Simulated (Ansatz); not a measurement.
# H4O2Sn: the cost of one run

All numbers below are computed with Ansatz 0.2.0 (RKS PBE0-D4/def2-SVP).

### 1 The starting structure

Bond lengths: Sn1–H2 1.740 Å, Sn1–H3 1.740 Å, Sn1–O4 1.959 Å, O4–H5 1.010 Å, Sn1–O6 1.959 Å, O6–H7 1.010 Å. Angles: H2–Sn1–H3 109.4°, H2–Sn1–O4 109.5°, H2–Sn1–O6 109.5°, H3–Sn1–O4 109.5°, H3–Sn1–O6 109.5°, O4–Sn1–O6 109.5°, Sn1–O4–H5 109.5°, Sn1–O6–H7 109.5°.

Structure file:

```xyz
7

Sn    0.0000    0.0000    0.0000
H     0.0000    0.0000    1.7400
H     1.6408    0.0000   -0.5794
O    -0.9232    1.5994   -0.6527
H    -1.8810    1.3686   -0.8751
O    -0.9232   -1.5994   -0.6527
H    -1.3778   -2.0650    0.1197
```

### 2 Relaxing the start

input.yaml reads:

```yaml
crystal:
  periodic: [false, false, false]
  atoms:
    - { symbol: Sn, position_ang: [0.0, 0.0, 0.0] }
    - { symbol: H, position_ang: [0.0, 0.0, 1.74] }
    - { symbol: H, position_ang: [1.6408, 0.0, -0.5794] }
    - { symbol: O, position_ang: [-0.9232, 1.5994, -0.6527] }
    - { symbol: H, position_ang: [-1.881, 1.3686, -0.8751] }
    - { symbol: O, position_ang: [-0.9232, -1.5994, -0.6527] }
    - { symbol: H, position_ang: [-1.3778, -2.065, 0.1197] }
basis:
  gaussian: { orbitals: def2-SVP }
hamiltonian:
  xc: pbe0
  dispersion: d4
relax:
  f_tol: 0.02
  max_steps: 40
output:
  orbitals: {}
```

The run is started by

```sh
ansatz run input.yaml --threads 1 --pin off --max-ram 2048MiB --backend cpu --events-out ev --progress --plain --runs-dir out
```

**Question.** How long does this run take on 1 thread of Arm Neoverse V2, shared host, and how much memory does it need?

About 49 s, with a peak of 0.14 GiB.
